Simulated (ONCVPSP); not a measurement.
# Pseudopotential generation for Ni: ONCV, PBE

Do these settings give a usable potential? It is generated, then checked for transferability, scattering, ghosts and hardness.

Program: ONCVPSP 4.0.1.1 (patched build). Reference atom: PBE, scalar-relativistic, spherical and spin-unpolarised. All values are calculated.

**1. The design**

The settings as typed:

* element: nickel (Ni, Z = 28)
* type: optimised norm-conserving Vanderbilt (ONCV)
* frozen core: [Ne]
* valence charge: 18
* reference configuration: 3s2 3p6 3d8 4s1.5 4p0.5
* partial waves: 3s+4s: rc 1.30 bohr, ncon 4, nbas 7, qcut 11 1/bohr, 2 projectors; 3p+4p: rc 1.50 bohr, ncon 4, nbas 7, qcut 11.6 1/bohr, 2 projectors; 3d: rc 1.30 bohr, ncon 5, nbas 10, qcut 13.8 1/bohr, 3 projectors, debl 3.4 Ha
* local potential: polynomial inside 0.90 bohr (lpopt 5, dvloc0 1 Ha)
* core correction: Teter function, fcfact 2.75, rcfact 1.3

An earlier all-electron run gives the scale for the radii.

All-electron outer shells of the reference configuration (PBE, scalar-relativistic, ld1.x):

| shell | level (eV) | outermost node (bohr) | outermost maximum (bohr) |
| --- | --- | --- | --- |
| 2s | -982.83 | 0.07 | 0.21 |
| 2p | -845.68 | – | 0.16 |
| 3s | -112.11 | 0.30 | 0.64 |
| 3p | -72.44 | 0.27 | 0.65 |
| 3d | -9.90 | – | 0.63 |
| 4s | -6.31 | 0.92 | 2.21 |
| 4p | -1.71 | 1.00 | 3.10 |

**2. The generation run**

Input file Ni.dat:

```
# ATOM AND REFERENCE CONFIGURATION
# atsym  z   nc   nv     iexc    psfile
  Ni 28.00    3    5        4      upf
#
#   n    l    f
    1    0    2.00
    2    0    2.00
    2    1    6.00
    3    0    2.00
    3    1    6.00
    3    2    8.00
    4    0    1.50
    4    1    0.50
#
# PSEUDOPOTENTIAL AND OPTIMIZATION
# lmax
    2
#
#   l,   rc,      ep,       ncon, nbas, qcut
    0    1.30    0.00    4    7   11.00
    1    1.50    0.00    4    7   11.60
    2    1.30    0.00    5   10   13.80
#
# LOCAL POTENTIAL
# lloc, lpopt,  rc(5),   dvloc0
    4    5    0.90    1.00
#
# VANDERBILT-KLEINMAN-BYLANDER PROJECTORs
# l, nproj, debl
    0    2    1.30
    1    2    3.20
    2    3    3.40
#
# MODEL CORE CHARGE
# icmod, fcfact, rcfact
    3    2.75    1.30
#
# LOG DERIVATIVE ANALYSIS
# epsh1, epsh2, depsh
   -6.00    5.00    0.04
#
# OUTPUT GRID
# rlmax, drl
    6.00    0.01
#
# TEST CONFIGURATIONS
# ncnf
    4
# nvcnf
#   n    l    f
    5
    3    0    2.00
    3    1    6.00
    3    2    8.00
    4    0    2.00
    4    1    0.00
#
    5
    3    0    2.00
    3    1    6.00
    3    2    8.00
    4    0    1.00
    4    1    0.00
#
    5
    3    0    2.00
    3    1    6.00
    3    2    8.00
    4    0    0.00
    4    1    0.00
#
    5
    3    0    1.00
    3    1    6.00
    3    2    8.00
    4    0    2.00
    4    1    0.00
#
```

Started as:

```bash
oncvpsp.x < Ni.dat > Ni.out
```

What does the calculation give? Wanted: cutoffs for 1 and 0.1 mHa per electron, occupied waves; bound ghosts; GHOST(+) flags; largest test error; largest phase difference near zero energy, channels read; rms error of d²Exc/dn², without and with the model core.

**Answer**, as computed:

```
                                                quantity                              value
  cutoffs for 1 and 0.1 mHa per electron, occupied waves                    71 Ha and 80 Ha
                                            bound ghosts                         none found
                                          GHOST(+) flags                 none at low energy
                            largest test error (AE − PS)  -225 meV, for 3s1 3p6 3d8 4s2 4p0
largest phase difference near zero energy, channels read                          0.000 rad
 rms error of d²Exc/dn², without and with the model core                  1.88 and 0.98 mHa
```

What this shows: By total energies transferability is fair for so large an energy: the largest error is 225 meV on 117.1 eV, for 3s1 3p6 3d8 4s2 4p0. That test lies far up in energy; among those under 40 eV, nearer to bonding, the largest error is 0.4 meV. By its cutoff, 71 Ha for the looser tolerance, it is very hard. At the looser tolerance the 3d wave is the slowest; 3p needs 38 Ha. No bound ghost shows below the valence levels. Near zero energy the phases of the channels with partial waves agree within 0.001 rad.
